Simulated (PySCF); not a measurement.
# C₂H₆Cl₂Te: NMR shieldings

What do calculations give for the NMR shieldings of C₂H₆Cl₂Te (`C[Te@OH21](C)(Cl)Cl`)?

Computed with PySCF 2.14.0 and routines of our own; the level stands in each step. Atoms count from 0.

## 1. The system as given

11 atoms, charge 0, multiplicity 1; geometry from: GFN2-xTB.

## 2. Optimising the geometry at PBE0-D3(BJ)/def2-SVP

Job settings and geometry (Å):

```
{"job": {"xc": "PBE0", "basis": "def2-SVP", "d3": "d3bj", "grid": 1, "maxiter": 30, "shake": 0.01, "kind": "geom"}, "charge": 0, "multiplicity": 1}
C      1.550330    -0.397230     0.318540
Te     0.050660     1.162000     0.236750
C     -1.571330    -0.076410    -0.417130
Cl     0.631150     1.407640    -2.167220
Cl    -0.513780     0.510210     2.549370
H      1.150400    -1.167770     0.938240
H      2.439440     0.044650     0.750080
H      1.742560    -0.707920    -0.699460
H     -2.288550     0.563450    -0.872550
H     -1.987540    -0.572160     0.460580
H     -1.165220    -0.792300    -1.112860
```

Launch:

```bash
$ OMP_NUM_THREADS=1 python heavy_run.py task.json out
```

The driver reads the jobs from task.json and runs them one after another.

The program printed:

```text
step   0  E = -1267.53558915  max force = 0.019429
step   1  E = -1267.53827876  max force = 0.002758
step   2  E = -1267.53842684  max force = 0.001210
step   3  E = -1267.53844335  max force = 0.000651
step   4  E = -1267.53844544  max force = 0.000255
optimisation converged
```

Wall time 26 s (1 thread of Intel Xeon 6975P-C, shared host); peak memory 0.53 GiB.

Relaxation path:

```csv
step,energy from step 0 (eV),largest force component (eV/Å)
0,0.0000,0.9991
1,-0.0732,0.1418
2,-0.0772,0.0622
3,-0.0777,0.0335
4,-0.0777,0.0131
```

Distances of close pairs at the start and the end, largest changes first:

| bond | before (Å) | after (Å) | change (Å) |
| --- | --- | --- | --- |
| Te1–Cl4 | 2.468 | 2.502 | +0.034 |
| C0–Te1 | 2.165 | 2.131 | -0.033 |
| C2–H8 | 1.064 | 1.097 | +0.033 |
| C0–H5 | 1.067 | 1.096 | +0.029 |
| C2–H10 | 1.078 | 1.096 | +0.018 |
| Te1–Cl3 | 2.485 | 2.503 | +0.018 |
| C0–H6 | 1.083 | 1.098 | +0.015 |
| C0–H7 | 1.082 | 1.096 | +0.014 |

The next job starts from the end point, and lists it.

| at the end point | value |
| --- | --- |
| point group (found at 0.08 Å tolerance) | C1 |
| rotational constants (GHz, main isotopes) | 3.684, 1.025, 0.967 |
| dipole moment (D) | 1.35 |

## 3. NMR shieldings: PBE/pcSseg-1 Te:us-x2c-TZVPall-2c Cl:us-pcSseg-1, spin–orbit

Job settings and geometry (Å):

```
{"job": {"kind": "hnmr", "xc": "PBE", "basis": {"default": "pcSseg-1", "Te": "us-x2c-TZVPall-2c", "Cl": "us-pcSseg-1"}, "rel": "so"}, "charge": 0, "multiplicity": 1}
C      1.517591    -0.092916     0.494420
Te    -0.015656     1.374951     0.300561
C     -1.549629     0.068153    -0.393226
Cl     0.633987     1.624384    -2.103737
Cl    -0.673312     0.782749     2.641060
H      1.118377    -0.883060     1.140235
H      2.376477     0.394009     0.973809
H      1.768928    -0.431195    -0.517224
H     -2.309301     0.690837    -0.881560
H     -1.950575    -0.449489     0.485659
H     -1.089891    -0.605626    -1.125323
```

Method: PBE/pcSseg-1 Te:us-x2c-TZVPall-2c Cl:us-pcSseg-1 GIAO NMR shielding, X2C with spin-orbit coupling, screened-nuclear two-electron part, Gaussian nuclei, gas phase.

The program printed:

```text
spin-free SCF
coarse grid: 45856 points
cycle   1  E = -7795.8541025937  dE = -1.249e-01  |g| = 7.015e-01  |ddm| = 1.536e+01
cycle   2  E = -7795.5314958572  dE =  3.226e-01  |g| = 1.321e+00  |ddm| = 2.258e+00
cycle   3  E = -7795.9774412998  dE = -4.459e-01  |g| = 1.525e-01  |ddm| = 1.610e+00
cycle   4  E = -7795.9812081198  dE = -3.767e-03  |g| = 5.497e-02  |ddm| = 2.361e-01
cycle   5  E = -7795.9816844400  dE = -4.763e-04  |g| = 1.873e-02  |ddm| = 6.740e-02
cycle   6  E = -7795.9817690359  dE = -8.460e-05  |g| = 4.215e-03  |ddm| = 2.307e-02
cycle   7  E = -7795.9817728764  dE = -3.840e-06  |g| = 7.831e-04  |ddm| = 4.249e-03
final grid: 92184 points
cycle   8  E = -7795.9791850266  dE = -1.086e-06  |g| = 2.486e-03  |ddm| = 3.709e-03
cycle   9  E = -7795.9791828560  dE =  2.171e-06  |g| = 3.113e-03  |ddm| = 6.100e-03
cycle  10  E = -7795.9791851284  dE = -2.272e-06  |g| = 1.304e-03  |ddm| = 5.935e-03
cycle  11  E = -7795.9791855690  dE = -4.406e-07  |g| = 3.825e-04  |ddm| = 2.031e-03
cycle  12  E = -7795.9791856055  dE = -3.650e-08  |g| = 1.017e-04  |ddm| = 5.665e-04
cycle  13  E = -7795.9791856078  dE = -2.272e-09  |g| = 6.491e-06  |ddm| = 1.076e-04
converged SCF energy = -7795.9791856078
two-component SCF
cycle   1  E = -7795.1492820909  dE = -7.795e+03  |FDS-SDF| = 5.323e+01
cycle   2  E = -7797.0575981104  dE = -1.908e+00  |FDS-SDF| = 8.312e-02
cycle   3  E = -7797.0575915711  dE =  6.539e-06  |FDS-SDF| = 1.648e-02
cycle   4  E = -7797.0575611241  dE =  3.045e-05  |FDS-SDF| = 1.649e-02
cycle   5  E = -7797.0576079765  dE = -4.685e-05  |FDS-SDF| = 3.533e-03
cycle   6  E = -7797.0576113762  dE = -3.400e-06  |FDS-SDF| = 4.876e-04
cycle   7  E = -7797.0576114086  dE = -3.242e-08  |FDS-SDF| = 1.426e-04
cycle   8  E = -7797.0576114140  dE = -5.428e-09  |FDS-SDF| = 2.151e-05
converged, E = -7797.0576114140

Field gradients (au) and densities at the nuclei (bohr^-3)
atom        Vxx        Vyy        Vzz        centre      nuclear mean
  0 C     -0.1186    -0.1589     0.2775        114.461        114.461
  1 Te     0.1067     5.2324    -5.3391     208583.109     206810.557
  2 C     -0.1186    -0.1586     0.2772        114.460        114.460
  3 Cl    -1.0061    -1.1448     2.1509       3269.107       3269.006
  4 Cl    -0.9946    -1.1407     2.1353       3269.107       3269.006
  5 H     -0.1449    -0.1499     0.2948          0.372          0.372
  6 H     -0.1438    -0.1519     0.2958          0.373          0.373
  7 H     -0.1451    -0.1483     0.2934          0.371          0.371
  8 H     -0.1441    -0.1523     0.2963          0.373          0.373
  9 H     -0.1452    -0.1471     0.2923          0.371          0.371
 10 H     -0.1449    -0.1513     0.2962          0.372          0.372
without picture change
  1 Te                          -5.8591                    436929.199

Core orbital energies (eV)
atom   shell        mean    spread
  1 Te 1s       -31565.910   0.000
  1 Te 2s        -4842.230   0.000
  1 Te 3s         -965.100   0.000
  1 Te 4s         -165.719   0.000
  1 Te 5s          -18.593   0.000
  1 Te 2p1/2     -4536.105   0.000
  1 Te 2p3/2     -4263.298   0.023
  1 Te 3p1/2      -839.512   0.000
  1 Te 3p3/2      -788.523   0.068
  1 Te 4p1/2      -122.616   0.000
  1 Te 4p3/2      -112.915   0.127
  1 Te 3d3/2      -567.106   0.063
  1 Te 3d5/2      -556.610   0.083
  1 Te 4d3/2       -44.132   0.136
  1 Te 4d5/2       -42.678   0.178
  3 Cl 1s        -2747.602   0.000
  3 Cl 2s         -250.315   0.000
  3 Cl 3s          -19.396   0.000
  3 Cl 2p1/2      -190.376   0.000
  3 Cl 2p3/2      -188.733   0.122
  4 Cl 1s        -2747.604   0.000
  4 Cl 2s         -250.318   0.000
  4 Cl 3s          -19.406   0.000
  4 Cl 2p1/2      -190.378   0.000
  4 Cl 2p3/2      -188.736   0.121

vertical triplet (scalar unrestricted SCF): 4.222 eV

Shielding tensors (ppm)
atom      isotropic    diamagn.    paramagn.     s11        s22        s33       span
  0 C       144.93      248.15     -103.21      87.76     164.61     182.42      94.66
  1 Te     3054.58     4971.38    -1916.80    2992.38    3072.68    3098.67     106.29
  2 C       145.56      248.05     -102.49      89.26     163.97     183.44      94.17
  3 Cl      721.04     1130.87     -409.83     528.03     603.59    1031.50     503.47
  4 Cl      710.08     1130.79     -420.71     517.20     583.04    1029.99     512.80
  5 H        28.10       29.65       -1.54      22.34      26.56      35.41      13.07
  6 H        27.57       27.45        0.12      23.42      24.24      35.06      11.64
  7 H        28.51       29.36       -0.85      22.15      27.34      36.04      13.88
  8 H        27.73       27.58        0.15      23.13      24.81      35.25      12.11
  9 H        28.53       29.01       -0.48      21.77      27.64      36.19      14.42
 10 H        27.98       30.01       -2.03      22.79      25.85      35.29      12.49
```

Wall time 55 s (1 thread of Intel Xeon 6975P-C, shared host); peak memory 1.1 GiB.

Key values:

```csv
quantity,value
energy from spin-orbit coupling,-1.0784 Eh
```

## 4. NMR shieldings: PBE/pcSseg-1 Te:us-x2c-TZVPall-2c Cl:us-pcSseg-1, spin-free

Settings changed since step 3:

```diff
@@ -1,2 +1,2 @@
-{"job": {"kind": "hnmr", "xc": "PBE", "basis": {"default": "pcSseg-1", "Te": "us-x2c-TZVPall-2c", "Cl": "us-pcSseg-1"}, "rel": "so"}, "charge": 0, "multiplicity": 1}
+{"job": {"kind": "hnmr", "xc": "PBE", "basis": {"default": "pcSseg-1", "Te": "us-x2c-TZVPall-2c", "Cl": "us-pcSseg-1"}, "rel": "sf"}, "charge": 0, "multiplicity": 1}
 C      1.517591    -0.092916     0.494420
```

Level: PBE/pcSseg-1 Te:us-x2c-TZVPall-2c Cl:us-pcSseg-1 GIAO NMR shielding, spin-free X2C, Gaussian nuclei, gas phase.

The program printed:

```text
spin-free SCF
coarse grid: 45856 points
cycle   1  E = -7795.8541025937  dE = -1.249e-01  |g| = 7.015e-01  |ddm| = 1.536e+01
cycle   2  E = -7795.5314958572  dE =  3.226e-01  |g| = 1.321e+00  |ddm| = 2.258e+00
cycle   3  E = -7795.9774412998  dE = -4.459e-01  |g| = 1.525e-01  |ddm| = 1.610e+00
cycle   4  E = -7795.9812081198  dE = -3.767e-03  |g| = 5.497e-02  |ddm| = 2.361e-01
cycle   5  E = -7795.9816844400  dE = -4.763e-04  |g| = 1.873e-02  |ddm| = 6.740e-02
cycle   6  E = -7795.9817690359  dE = -8.460e-05  |g| = 4.215e-03  |ddm| = 2.307e-02
cycle   7  E = -7795.9817728764  dE = -3.840e-06  |g| = 7.831e-04  |ddm| = 4.249e-03
final grid: 92184 points
cycle   8  E = -7795.9791850266  dE = -1.086e-06  |g| = 2.486e-03  |ddm| = 3.709e-03
cycle   9  E = -7795.9791828560  dE =  2.171e-06  |g| = 3.113e-03  |ddm| = 6.100e-03
cycle  10  E = -7795.9791851284  dE = -2.272e-06  |g| = 1.304e-03  |ddm| = 5.935e-03
cycle  11  E = -7795.9791855690  dE = -4.406e-07  |g| = 3.825e-04  |ddm| = 2.031e-03
cycle  12  E = -7795.9791856055  dE = -3.650e-08  |g| = 1.017e-04  |ddm| = 5.665e-04
cycle  13  E = -7795.9791856078  dE = -2.272e-09  |g| = 6.491e-06  |ddm| = 1.076e-04
converged SCF energy = -7795.9791856078
check of the scalar solution
cycle   1  E = -7795.9791856078  dE = -7.796e+03  |FDS-SDF| = 5.920e+00
cycle   2  E = -7795.9808218823  dE = -1.636e-03  |FDS-SDF| = 3.542e-03
cycle   3  E = -7795.9808218826  dE = -3.492e-10  |FDS-SDF| = 1.597e-04
cycle   4  E = -7795.9808218808  dE =  1.783e-09  |FDS-SDF| = 1.609e-04
cycle   5  E = -7795.9808218830  dE = -2.165e-09  |FDS-SDF| = 4.779e-05
converged, E = -7795.9808218830

Field gradients (au) and densities at the nuclei (bohr^-3)
atom        Vxx        Vyy        Vzz        centre      nuclear mean
  0 C     -0.1180    -0.1584     0.2764        114.460        114.460
  1 Te     0.0912     5.2425    -5.3337     208440.941     206668.391
  2 C     -0.1181    -0.1580     0.2761        114.460        114.460
  3 Cl    -1.0081    -1.1466     2.1547       3269.123       3269.022
  4 Cl    -0.9965    -1.1426     2.1391       3269.123       3269.021
  5 H     -0.1449    -0.1499     0.2948          0.372          0.372
  6 H     -0.1439    -0.1519     0.2958          0.373          0.373
  7 H     -0.1452    -0.1483     0.2935          0.371          0.371
  8 H     -0.1441    -0.1523     0.2964          0.373          0.373
  9 H     -0.1452    -0.1471     0.2923          0.371          0.371
 10 H     -0.1450    -0.1513     0.2963          0.372          0.372
without picture change
  1 Te                          -5.8600                    436946.712

Core orbital energies (eV)
atom   shell        mean    spread
  1 Te 1s       -31567.849   0.000
  1 Te 2s        -4842.610   0.000
  1 Te 3s         -965.202   0.000
  1 Te 4s         -165.755   0.000
  1 Te 5s          -18.604   0.000
  1 Te 2p        -4350.710   0.039
  1 Te 3p         -804.915   0.116
  1 Te 4p         -116.043   0.219
  1 Te 3d         -560.863   0.093
  1 Te 4d          -43.284   0.226
  3 Cl 1s        -2747.605   0.000
  3 Cl 2s         -250.319   0.000
  3 Cl 3s          -19.400   0.000
  3 Cl 2p         -189.283   0.193
  4 Cl 1s        -2747.607   0.000
  4 Cl 2s         -250.322   0.000
  4 Cl 3s          -19.409   0.000
  4 Cl 2p         -189.286   0.193

Shielding tensors (ppm)
atom      isotropic    diamagn.    paramagn.     s11        s22        s33       span
  0 C       134.69      247.86     -113.16      73.21     147.68     183.19     109.97
  1 Te     2143.33     5417.32    -3274.00    2002.96    2127.24    2299.78     296.81
  2 C       135.36      247.77     -112.41      74.72     147.95     183.41     108.69
  3 Cl      683.78     1149.69     -465.91     492.97     569.50     988.86     495.89
  4 Cl      672.42     1149.60     -477.18     481.55     548.24     987.47     505.92
  5 H        28.65       29.64       -0.99      23.38      27.23      35.34      11.96
  6 H        27.90       27.40        0.50      24.02      24.61      35.08      11.06
  7 H        28.99       29.35       -0.36      23.15      27.87      35.96      12.81
  8 H        28.06       27.53        0.53      23.76      25.17      35.26      11.50
  9 H        28.99       28.99       -0.00      22.80      28.06      36.12      13.32
 10 H        28.55       30.00       -1.45      23.83      26.61      35.21      11.37
```

Run time: 22 s. Hardware: 1 thread of Intel Xeon 6975P-C, shared host; peak memory 0.94 GiB.

## 5. Shieldings side by side

| run | Te1 | Cl4 | Cl3 | C0 | C2 | H10 | H5 | time |
| --- | --- | --- | --- | --- | --- | --- | --- | --- |
| step 3, PBE/pcSseg-1 Te:us-x2c-TZVPall-2c Cl:us-pcSseg-1, spin–orbit | 3054.6 | 710.1 | 721.0 | 144.9 | 145.6 | 28.0 | 28.1 | 55 s |
| step 4, PBE/pcSseg-1 Te:us-x2c-TZVPall-2c Cl:us-pcSseg-1, spin-free | 2143.3 | 672.4 | 683.8 | 134.7 | 135.4 | 28.6 | 28.6 | 22 s |

## 6. Outcome

```
                                                                                              quantity                                                     value
                                                                                           point group                                                        C1
                                                                  rotational constants (main isotopes)                                      3.68, 1.02, 0.97 GHz
energy from spin-orbit coupling (step 3, PBE/pcSseg-1 Te:us-x2c-TZVPall-2c Cl:us-pcSseg-1, spin–orbit)                                                -1.0784 Eh
                     shieldings (step 3, PBE/pcSseg-1 Te:us-x2c-TZVPall-2c Cl:us-pcSseg-1, spin–orbit)  C0 144.9, Te1 3054.6, C2 145.6, Cl3 721.0, Cl4 710.1 ppm
                      shieldings (step 4, PBE/pcSseg-1 Te:us-x2c-TZVPall-2c Cl:us-pcSseg-1, spin-free)  C0 134.7, Te1 2143.3, C2 135.4, Cl3 683.8, Cl4 672.4 ppm
```

In words: The optimisation took 4 steps and gained 0.078 eV; among the close pairs (by a distance rule), Te1–Cl4 changed most, from 2.468 to 2.502 Å. A contracted two-component basis is stiff near heavy nuclei, so the absolute shieldings of the heavy atoms from it are rough. Te1 moves most between the runs, by 911 ppm; the labels say what changes from run to run.
